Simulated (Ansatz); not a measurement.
# BLYP/STO-3G run of CH2AlN (SMILES [H][Al]([H])[C]#N)

What is the electronic atomisation energy of CH2AlN at BLYP/STO-3G? 

Program for the calculation: Ansatz 0.2.0.

65 further runs of the same task are left out: 13 that didn't finish, 52 set aside as unsound or not needed.

## 1. The molecule

The species is CH2AlN (5 atoms), meant as a singlet with charge 0. As SMILES, `[H][Al]([H])[C]#N`. The shape comes from GFN2-xTB, which is rough for such elements, and wasn't checked as a minimum.

Bond lengths: Al1–C4 1.977 Å, C4–N5 1.154 Å, Al1–H2 1.545 Å, Al1–H3 1.546 Å. Angles: Al1–C4–N5 179.7°, H2–Al1–C4 120.1°, H3–Al1–C4 120.4°, H2–Al1–H3 119.5°.

## 2. The energy at BLYP/STO-3G

The input, molecule.yaml:

```yaml
crystal:
  periodic: [false, false, false]
  atoms:
    - symbol: Al
      position_ang: [0.353320, 0.616070, 0.007940]
    - symbol: H
      position_ang: [1.897570, 0.618400, 0.058740]
    - symbol: H
      position_ang: [-0.410240, 1.959830, -0.023840]
    - symbol: C
      position_ang: [-0.634730, -1.095760, -0.014750]
    - symbol: "N"
      position_ang: [-1.205910, -2.098530, -0.028080]
basis:
  gaussian:
    orbitals: STO-3G
total_charge: 0
hamiltonian:
  xc: {name: BLYP}
accuracy: high
```

The run is started by

```sh
$ ansatz run molecule.yaml --threads 1 --pin off --max-ram 2610MiB --events-out events.jsonl --progress --plain --runs-dir runs
```

Standard output:

```text
Warning: RAYON_NUM_THREADS=1 ignored (pool sized by the plan → 1); use --threads N
Functional definition: BLYP
  name "BLYP"
  parameter beta = 0.0042
  parameter a = 0.04918
  parameter b = 0.132
  parameter c = 0.2533
  parameter d = 0.349
  exchange = b88_x(beta = beta)
  correlation = lyp_c(a = a, b = b, c = c, d = d)
373 factors; integrals over basis functions are off by at most 2.4e-9 eV
mean field evaluation 1: about -9038.5309 eV, gradient 3.4e1 eV
mean field evaluation 2: about -9024.4219 eV, gradient 7.8e1 eV
mean field evaluation 4: about -9041.9383 eV, gradient 1.4e0 eV
mean field evaluation 8: about -9041.8540 eV, gradient 7.9e-3 eV
mean field evaluation 16: about -9041.8540 eV, gradient 4.0e-8 eV
mean field -9041.85404071 eV, -332.2820072073 hartree, gradient 5.0e-9 eV, S^2 0.000000; 0 other end points of the search recorded, 0 dependent functions left out
reference -9041.85407713 eV, -332.2820085458 hartree; 14, 14 occupied and 7, 7 virtual orbitals, 373 factors
Total energy: -9041.85407713 eV, -332.2820085458 hartree
```

Wall time 1.1 s (1 thread of Arm Neoverse V1, shared host); peak memory 0.096 GiB.

## 3. The Al atom, same level

The input, in.yaml:

```yaml
crystal:
  periodic: [false, false, false]
  atoms:
    - {symbol: Al, position_ang: [0.000000, 0.000000, 0.000000]}
basis:
  gaussian:
    orbitals: STO-3G
magnetization:
  spin_polarized: true
  initial_magnetization: 1
hamiltonian:
  xc: {name: BLYP}
accuracy: high
```

The run is started by

```sh
$ ansatz run in.yaml --threads 1 --pin off --max-ram 2610MiB --events-out events.jsonl --progress --plain --runs-dir runs
```

Standard output (excerpt; [...] marks lines left out):

```text
Warning: RAYON_NUM_THREADS=1 ignored (pool sized by the plan → 1); use --threads N
[... 9 set-up lines as earlier in the session ...]
42 factors; integrals over basis functions are off by at most 1.7e-9 eV
mean field evaluation 1: about -6511.5280 eV, gradient 1.6e0 eV
mean field evaluation 2: about -6511.5361 eV, gradient 4.2e-1 eV
mean field evaluation 4: about -6511.5360 eV, gradient 1.7e-3 eV
mean field evaluation 8: about -6511.5357 eV, gradient 3.1e-1 eV
mean field evaluation 16: about -6511.5360 eV, gradient 2.9e-4 eV
mean field -6511.53599146 eV, -239.2945340085 hartree, gradient 3.1e-8 eV, S^2 0.750000; 1 other end points of the search recorded, 0 dependent functions left out
reference -6511.53602005 eV, -239.2945350593 hartree; 7, 6 occupied and 2, 3 virtual orbitals, 42 factors
Total energy: -6511.53602005 eV, -239.2945350593 hartree
```

It took 0.46 s on 1 thread of Arm Neoverse V1, shared host.

## 4. The C atom at the same level

The input, in.yaml:

```yaml
crystal:
  periodic: [false, false, false]
  atoms:
    - {symbol: C, position_ang: [0.000000, 0.000000, 0.000000]}
basis:
  gaussian:
    orbitals: STO-3G
magnetization:
  spin_polarized: true
  initial_magnetization: 2
hamiltonian:
  xc: {name: BLYP}
accuracy: high
```

Run the same way, it converges to -37.33296 Eh (log not shown).

## 5. The H atom, same level

The input, input.yaml:

```yaml
crystal:
  periodic: [false, false, false]
  atoms:
    - {symbol: H, position_ang: [0.000000, 0.000000, 0.000000]}
basis:
  gaussian: {orbitals: STO-3G}
magnetization: {spin_polarized: true, initial_magnetization: 1}
hamiltonian: {xc: {name: BLYP}}
accuracy: high
```

Run the same way, it converges to -0.46274 Eh (log not shown).

## 6. The N atom, same level

The input, run.yaml:

```yaml
crystal:
  periodic: [false, false, false]
  atoms:
    - {symbol: N, position_ang: [0.000000, 0.000000, 0.000000]}
basis:
  gaussian:
    orbitals: STO-3G
magnetization:
  spin_polarized: true
  initial_magnetization: 3
hamiltonian:
  xc: {name: BLYP}
accuracy: high
```

The run is started by

```sh
$ ansatz run run.yaml --threads 1 --pin off --max-ram 2610MiB --events-out events.jsonl --progress --plain --runs-dir runs
```

Standard output (excerpt; [...] marks lines left out):

```text
Warning: RAYON_NUM_THREADS=1 ignored (pool sized by the plan → 1); use --threads N
[... 9 set-up lines as earlier in the session ...]
15 factors; integrals over basis functions are off by at most 1.1e-9 eV
mean field evaluation 1: about -1465.6192 eV, gradient 1.8e-9 eV
mean field evaluation 2: about -1465.6191 eV, gradient 4.5e-10 eV
mean field -1465.61914257 eV, -53.8605100572 hartree, gradient 0.0e0 eV, S^2 3.750000; 0 other end points of the search recorded, 0 dependent functions left out
reference -1465.61916155 eV, -53.8605107546 hartree; 5, 2 occupied and 0, 3 virtual orbitals, 15 factors
Total energy: -1465.61916155 eV, -53.8605107546 hartree
```

Wall time 0.16 s (1 thread of Arm Neoverse V1, shared host).

## 7. Summary of results

Level: BLYP/STO-3G.

| quantity | value |
| --- | --- |
| molecule: total energy | -332.28201 Eh |
| Al atom: total energy | -239.29454 Eh |
| Al atom: ⟨S²⟩ | 0.750 |
| C atom: total energy | -37.33296 Eh |
| C atom: ⟨S²⟩ | 2.000 |
| H atom: total energy | -0.46274 Eh |
| H atom: ⟨S²⟩ | 0.750 |
| N atom: total energy | -53.86051 Eh |
| N atom: ⟨S²⟩ | 3.750 |
| electronic atomisation energy | 23.634 eV |

Taking the molecule apart into free atoms costs 23.63 eV (2280 kJ/mol), before zero-point energy and without spin-orbit coupling. In a minimal basis such a difference can be off by several eV, whatever the method.
